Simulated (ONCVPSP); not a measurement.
# An ONCV potential for holmium, from input to tests

Task: generate the file, and judge it by its errors in other configurations, its logarithmic derivatives, its ghosts and its cutoff.

The numbers are computed with ONCVPSP 4.0.1 (PBEsol, scalar-relativistic, spin-unpolarised reference atom).

### 1 Settings

The settings as typed:

```
element                 : holmium (Ho, Z = 67)
type                    : optimised norm-conserving Vanderbilt (ONCV)
frozen core             : [Kr]
valence charge          : 31
reference configuration : 4d10 4f11 5s2 5p6 6s1.5 6p0.5
partial waves           : 5s+6s: rc 1.78 bohr, ncon 3, nbas 7, qcut 7.2 1/bohr, 3 projectors, debl 2.1 Ha; 5p+6p: rc 2.36 bohr, ncon 4, nbas 8, qcut 7.3 1/bohr, 2 projectors; 4d: rc 1.00 bohr, ncon 4, nbas 8, qcut 16.9 1/bohr, 2 projectors, debl 2.5 Ha; 4f: rc 1.30 bohr, ncon 5, nbas 10, qcut 13.5 1/bohr, 2 projectors, debl 2.7 Ha
local potential         : polynomial inside 0.78 bohr (lpopt 5, dvloc0 1 Ha)
core correction         : Teter function, fcfact 1.75, rcfact 1.75
```

An earlier all-electron run gives the scale for the radii.

All-electron outer shells of the reference configuration (PBEsol, scalar-relativistic, ld1.x):

```tsv
shell	level (eV)	outermost node (bohr)	outermost maximum (bohr)
4p	-303.42	0.27	0.51
4d	-159.78	0.25	0.53
5s	-51.20	0.61	1.13
5p	-26.67	0.66	1.29
6s	-4.24	1.54	3.39
4f	-3.94	–	0.53
5d	-1.60	0.75	2.06
6p	-1.48	1.89	4.69
```

### 2 The generation run

File Ho.dat:

```
# ATOM AND REFERENCE CONFIGURATION
# atsym  z   nc   nv     iexc    psfile
  Ho 67.00    8    6  -116133      upf
#
#   n    l    f
    1    0    2.00
    2    0    2.00
    2    1    6.00
    3    0    2.00
    3    1    6.00
    3    2   10.00
    4    0    2.00
    4    1    6.00
    4    2   10.00
    4    3   11.00
    5    0    2.00
    5    1    6.00
    6    0    1.50
    6    1    0.50
#
# PSEUDOPOTENTIAL AND OPTIMIZATION
# lmax
    3
#
#   l,   rc,      ep,       ncon, nbas, qcut
    0    1.78    0.00    3    7    7.20
    1    2.36    0.00    4    8    7.30
    2    1.00    0.00    4    8   16.90
    3    1.30    0.00    5   10   13.50
#
# LOCAL POTENTIAL
# lloc, lpopt,  rc(5),   dvloc0
    4    5    0.78    1.00
#
# VANDERBILT-KLEINMAN-BYLANDER PROJECTORs
# l, nproj, debl
    0    3    2.10
    1    2    1.30
    2    2    2.50
    3    2    2.70
#
# MODEL CORE CHARGE
# icmod, fcfact, rcfact
    3    1.75    1.75
#
# LOG DERIVATIVE ANALYSIS
# epsh1, epsh2, depsh
   -7.00    5.00    0.04
#
# OUTPUT GRID
# rlmax, drl
    6.00    0.01
#
# TEST CONFIGURATIONS
# ncnf
    4
# nvcnf
#   n    l    f
    6
    4    2   10.00
    4    3   11.00
    5    0    2.00
    5    1    6.00
    6    0    2.00
    6    1    0.00
#
    6
    4    2   10.00
    4    3   11.00
    5    0    2.00
    5    1    6.00
    6    0    1.00
    6    1    0.00
#
    6
    4    2   10.00
    4    3   11.00
    5    0    2.00
    5    1    6.00
    6    0    0.00
    6    1    0.00
#
    7
    4    2   10.00
    4    3   11.00
    5    0    2.00
    5    1    6.00
    6    0    1.00
    6    1    0.00
    5    2    1.00
#
```

Run with:

```
$ oncvpsp.x < Ho.dat > Ho.out
```

Before running it: what results should come out? Wanted: cutoffs for 1 and 0.1 mHa per electron, occupied waves; bound ghosts; GHOST(+) flags; largest phase difference near zero energy, channels read; rms error of d²Exc/dn², without and with the model core; projector energies reset by the program.

The runs gave:

| quantity | value |
| --- | --- |
| cutoffs for 1 and 0.1 mHa per electron, occupied waves | 106 Ha and 120 Ha |
| bound ghosts | s at -439.97 eV, p at -77.06 eV |
| GHOST(+) flags | none at low energy |
| largest phase difference near zero energy, channels read | 0.000 rad |
| rms error of d²Exc/dn², without and with the model core | 3.25 and 1.42 mHa |
| projector energies reset by the program | d: -5.872, 0.250 Ha |

In words: A bound ghost (s, p) makes it unfit for use: electrons can fall into a state that the atom doesn't have. It counts as very hard, with 106 Ha needed at the looser tolerance. At the looser tolerance the 4d wave is the slowest; 4f needs 82 Ha. Near zero energy the phases of the channels with partial waves agree within 0.001 rad. The pseudo curves have a pole with no partner nearby in the atom's: p at -2.83 Ha.
